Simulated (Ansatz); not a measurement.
**BiTe: a tetragonal deformation path**

The task here is to estimate one member of a computed series from the others.

Program: Ansatz 0.2.0. Level of theory: DFT PBEsol, scalar-relativistic, plane waves, PAW. These are calculated values, not measurements.

## The starting structure

The structure is cubic, space group Fm-3m (No. 225). The conventional cell has a = 6.470 Å, b = 6.470 Å, c = 6.470 Å, α = 90.00°, β = 90.00°, γ = 90.00°. Bi (site symmetry m-3m) has 6 Te at 3.23 Å in its first shell of neighbours. Around Te (site symmetry m-3m) lie 6 Bi at 3.23 Å.

Structure file:

```xyz
2
Lattice="0.0000 3.2350 3.2350 3.2350 0.0000 3.2350 3.2350 3.2350 0.0000" Properties=species:S:1:pos:R:3 pbc="T T T"
Bi    0.0000    0.0000    0.0000
Te    3.2350    3.2350    3.2350
```

No relaxation comes first: the listed cell is the starting point.

The first run:

At fixed volume and fractional coordinates, lengths along (0.000, 0.000, 1.000) are scaled against those across it; ρ is that ratio over its starting value.

input.yaml

```yaml
crystal:
  lattice:
    - [0.0, 3.6313475271, 2.5673627017]
    - [3.6313475271, 0.0, 2.5673627017]
    - [3.6313475271, 3.6313475271, 0.0]
  atoms:
    - { symbol: Bi, position: [0.0, 0.0, 0.0] }
    - { symbol: Te, position: [0.5, 0.5, 0.5] }
basis:
  ecutwfc: 420
kpoints:
  mp_grid: { grid: [14, 14, 14] }
hamiltonian:
  xc: pbesol
scf:
  occupations: { method: gaussian, width: 0.15 }
output:
  forces: true
  stress: true
  eigenvalues: true
```

Command:

```
> ansatz run input.yaml --threads 1 --pin off --max-ram 2560MiB --backend cpu --events-out ev --progress --plain --runs-dir out
```

Steps of the session up to this table: ρ = 0.707; ρ = 1.414; Point ρ = 0.850; ρ = 1.200; Point ρ = 0.780; At ρ = 1.300; ρ = 0.920; At ρ = 1.100; ρ = 0.650; Point ρ = 1.500.

One of the session's tables, all rows but one given; the rest of the session is left out.

The scan, with free energies counted from the undisturbed cell:

| ρ | ΔE (meV/atom) | pressure (GPa) |
| --- | --- | --- |
| 0.650 | 1799.6 | 24.6 |
| 0.707 | 1089.8 | 14.1 |
| 0.780 | 505.0 | 6.3 |
| 0.850 | 176.3 | 1.2 |
| 0.920 | 42.9 | -1.0 |
| 1.000 | 0.0 | -1.7 |
| 1.100 | 47.1 | -0.9 |
| 1.200 | 148.9 | 1.2 |
| 1.300 | ? | ? |
| 1.414 | 425.4 | 8.5 |
| 1.500 | 586.8 | 12.7 |

Estimate the missing values for ρ = 1.300.

Worked estimate for «ΔE (meV/atom)». A straight line through the neighbours (1.200, 148.9) and (1.414, 425.4) gives 148.9 + (425.4 − 148.9) × (1.300 − 1.200) / (1.414 − 1.200) = 278.1; a parabola fitted to 4 rows on both sides gives 262.6.

**Answer.** ΔE (meV/atom): 262.9; pressure (GPa): 4.0. In «ΔE (meV/atom)» the line misses by +15.2 and the parabola by -0.3.
